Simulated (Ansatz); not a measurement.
# EuIO: the cost of one run

Program: Ansatz 0.2.0. Level of theory: DFT LDA+U (U_eff = 6 eV on Eu f, around-mean-field double counting), plane waves, PAW, no spin–orbit coupling unless a run says so. These are calculated values, not measurements.

3 further runs of the same task are left out: 3 that didn't finish.

## Step 1: The starting structure

It takes space group P4/nmm (No. 129, tetragonal). The conventional cell has a = 4.363 Å, b = 4.363 Å, c = 7.693 Å, α = 90.00°, β = 90.00°, γ = 90.00°. Eu (site symmetry 4mm) is surrounded by 4 O at 2.70 Å and 5 I at 3.28 to 3.41 Å. Around O (site symmetry -4m2) lie 4 Eu at 2.70 Å. I (site symmetry 4mm) has 5 Eu at 3.28 to 3.41 Å as nearest neighbours.

Structure file:

```
CELL_PARAMETERS angstrom
4.36338 0.00000 0.00000
0.00000 4.36338 0.00000
0.00000 0.00000 7.69271
ATOMIC_POSITIONS crystal
Eu 0.50000 0.00000 0.20580
Eu 0.00000 0.50000 0.79420
O 0.00000 0.00000 0.00000
O 0.50000 0.50000 0.00000
I 0.50000 0.00000 0.64970
I 0.00000 0.50000 0.35030
```

An earlier series on this cell reached its lowest free state from «ferrimagnetic site moments held at first, then free», perhaps among other starts.

## Step 2: Site moments held (series factor 1.05; the input gives the size)

The input, input.yaml:

```yaml
crystal:
  lattice:
    - [4.36337581, 0.0, 0.0]
    - [0.0, 4.36337581, 0.0]
    - [0.0, 0.0, 7.69270587]
  atoms:
    - { symbol: Eu, position: [0.5, 0.0, 0.2058], spin: 3.45 }
    - { symbol: Eu, position: [0.0, 0.5, 0.7942], spin: 3.45 }
    - { symbol: O, position: [0.0, 0.0, 0.0] }
    - { symbol: O, position: [0.5, 0.5, 0.0] }
    - { symbol: I, position: [0.5, 0.0, 0.6497] }
    - { symbol: I, position: [0.0, 0.5, 0.3503] }
basis:
  ecutwfc: 420
  ecutrho_ratio: 4
kpoints:
  mp_grid: { grid: [4, 4, 3] }
hamiltonian:
  xc: lda
  hubbard:
    sites:
      - { site: 0, l: f, u_eff: 6.0, starting_ns: [{ spin: up, occupation_matrix: s0up }, { spin: down, occupation_matrix: s0down }] }
      - { site: 1, l: f, u_eff: 6.0, starting_ns: [{ spin: up, occupation_matrix: s1up }, { spin: down, occupation_matrix: s1down }] }
    double_counting: amf
    occupation_matrices:
      s0up:
        matrix:
          - [0.02, 0.0, 0.0, 0.0, 0.0, 0.0, 0.0]
          - [0.0, 0.97, 0.0, 0.0, 0.0, 0.0, 0.0]
          - [0.0, 0.0, 0.97, 0.0, 0.0, 0.0, 0.0]
          - [0.0, 0.0, 0.0, 0.97, 0.0, 0.0, 0.0]
          - [0.0, 0.0, 0.0, 0.0, 0.97, 0.0, 0.0]
          - [0.0, 0.0, 0.0, 0.0, 0.0, 0.97, 0.0]
          - [0.0, 0.0, 0.0, 0.0, 0.0, 0.0, 0.97]
      s0down:
        matrix:
          - [0.02, 0.0, 0.0, 0.0, 0.0, 0.0, 0.0]
          - [0.0, 0.02, 0.0, 0.0, 0.0, 0.0, 0.0]
          - [0.0, 0.0, 0.02, 0.0, 0.0, 0.0, 0.0]
          - [0.0, 0.0, 0.0, 0.02, 0.0, 0.0, 0.0]
          - [0.0, 0.0, 0.0, 0.0, 0.02, 0.0, 0.0]
          - [0.0, 0.0, 0.0, 0.0, 0.0, 0.02, 0.0]
          - [0.0, 0.0, 0.0, 0.0, 0.0, 0.0, 0.02]
      s1up:
        matrix:
          - [0.02, 0.0, 0.0, 0.0, 0.0, 0.0, 0.0]
          - [0.0, 0.97, 0.0, 0.0, 0.0, 0.0, 0.0]
          - [0.0, 0.0, 0.97, 0.0, 0.0, 0.0, 0.0]
          - [0.0, 0.0, 0.0, 0.97, 0.0, 0.0, 0.0]
          - [0.0, 0.0, 0.0, 0.0, 0.97, 0.0, 0.0]
          - [0.0, 0.0, 0.0, 0.0, 0.0, 0.97, 0.0]
          - [0.0, 0.0, 0.0, 0.0, 0.0, 0.0, 0.97]
      s1down:
        matrix:
          - [0.02, 0.0, 0.0, 0.0, 0.0, 0.0, 0.0]
          - [0.0, 0.02, 0.0, 0.0, 0.0, 0.0, 0.0]
          - [0.0, 0.0, 0.02, 0.0, 0.0, 0.0, 0.0]
          - [0.0, 0.0, 0.0, 0.02, 0.0, 0.0, 0.0]
          - [0.0, 0.0, 0.0, 0.0, 0.02, 0.0, 0.0]
          - [0.0, 0.0, 0.0, 0.0, 0.0, 0.02, 0.0]
          - [0.0, 0.0, 0.0, 0.0, 0.0, 0.0, 0.02]
    ns_hold: { iters: 8 }
scf:
  occupations: { method: gaussian, width: 0.05 }
  lower_state_search: "off"
  max_iter: 150
output:
  forces: true
  stress: true
  eigenvalues: true
  populations: true
  hubbard: { sites: [{ site: 0, l: f }, { site: 1, l: f }] }
magnetization:
  spin_polarized: true
  spin_locking: { lock_spins: true }
```

The typed matrices put 0.97 on the chosen orbitals and 0.02 on the others, and are held for 8 cycles. The lock stays on to the end, so the result is a constrained state.

Started as:

```bash
ansatz run input.yaml --threads 4 --pin off --max-ram 6144MiB --backend cpu --events-out ev --progress --plain --runs-dir out
```

What time and memory should one allow on 4 threads of Arm Neoverse V1, shared host?

About 17 s, with a peak of 0.65 GiB.
